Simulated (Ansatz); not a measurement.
# CH₇BrO₂Si₂: small, medium and large basis sets

One table from this session's results is given with a row withheld; the runs are named, their logs left out.

Computed with Ansatz 0.2.0, Gaussian basis. Level: one geometry, several basis sets.

The runs, in order: PBE0-D4/def2-SVP; ωB97M-V/def2-SVP; PBE0-D4/def2-QZVPP; ωB97M-V/def2-QZVPP; the functionals' def2-TZVPP values are taken from earlier runs.

### Structure used throughout

All runs share one geometry, relaxed beforehand with PBE0-D4 in a triple-zeta def2 set.

SMILES `C[Si](O)(Br)O[SiH3]`, 13 atoms, charge 0, spin multiplicity 1.

Atoms are counted from 1 here; the program's logs count them from 0.

Bond lengths: C1–Si2 1.838 Å, C1–H7 1.091 Å, C1–H8 1.091 Å, C1–H9 1.093 Å, Si2–O3 1.628 Å, Si2–Br4 2.240 Å, Si2–O5 1.622 Å, O3–H10 0.958 Å, O5–Si6 1.643 Å, Si6–H11 1.483 Å, Si6–H12 1.485 Å, Si6–H13 1.484 Å. Angles: Si2–C1–H7 110.6°, Si2–C1–H8 110.6°, Si2–C1–H9 109.7°, H7–C1–H8 108.7°, H7–C1–H9 108.6°, H8–C1–H9 108.6°, C1–Si2–O3 108.1°, C1–Si2–Br4 110.7°, C1–Si2–O5 111.5°, O3–Si2–Br4 108.8°, O3–Si2–O5 111.4°, Br4–Si2–O5 106.3°, Si2–O3–H10 118.6°, Si2–O5–Si6 144.2°, O5–Si6–H11 107.3°, O5–Si6–H12 110.2°, O5–Si6–H13 110.3°, H11–Si6–H12 109.7° and more.

The first run:

in.yaml

```yaml
crystal:
  periodic: [false, false, false]
  atoms:
    - {symbol: C, position_ang: [-0.362984, -2.102109, 0.003731]}
    - {symbol: Si, position_ang: [-0.350585, -0.375297, 0.633528]}
    - {symbol: O, position_ang: [0.008071, -0.418339, 2.221065]}
    - {symbol: Br, position_ang: [-2.362283, 0.575574, 0.372330]}
    - {symbol: O, position_ang: [0.700597, 0.550191, -0.185584]}
    - {symbol: Si, position_ang: [0.843088, 1.883764, -1.134511]}
    - {symbol: H, position_ang: [-0.617074, -2.121361, -1.057393]}
    - {symbol: H, position_ang: [-1.091304, -2.704409, 0.548927]}
    - {symbol: H, position_ang: [0.626287, -2.547978, 0.133881]}
    - {symbol: H, position_ang: [-0.076311, 0.387491, 2.733045]}
    - {symbol: H, position_ang: [2.269600, 1.998107, -1.521579]}
    - {symbol: H, position_ang: [0.430304, 3.095730, -0.382709]}
    - {symbol: H, position_ang: [0.002993, 1.743833, -2.350029]}
basis:
  gaussian: {orbitals: def2-SVP}
hamiltonian: {xc: pbe0, dispersion: d4}
output: {orbitals: {seedname: orbitals}}
```

Among the steps run: PBE0-D4 in def2-SVP; ωB97M-V in def2-SVP; PBE0-D4 in def2-QZVPP; ωB97M-V in def2-QZVPP.

One table of the session follows, with a row left open; its other results are not shown here.

It belongs to the step «Functionals by basis». 

| functional | basis | HOMO (eV) | LUMO (eV) |
| --- | --- | --- | --- |
| PBE0-D4 | def2-SVP | -8.28 | 0.59 |
| PBE0-D4 | def2-TZVPP | -8.41 | 0.05 |
| PBE0-D4 | def2-QZVPP | ? | ? |
| ωB97M-V | def2-SVP | -10.52 | 2.42 |
| ωB97M-V | def2-TZVPP | -10.68 | 1.62 |
| ωB97M-V | def2-QZVPP | -10.71 | 1.14 |

Estimate the missing values for PBE0-D4, def2-QZVPP.

The run gave: HOMO (eV): -8.44; LUMO (eV): -0.17. In the column «HOMO (eV)» it lies between ωB97M-V, def2-SVP (-10.52) and PBE0-D4, def2-TZVPP (-8.41).
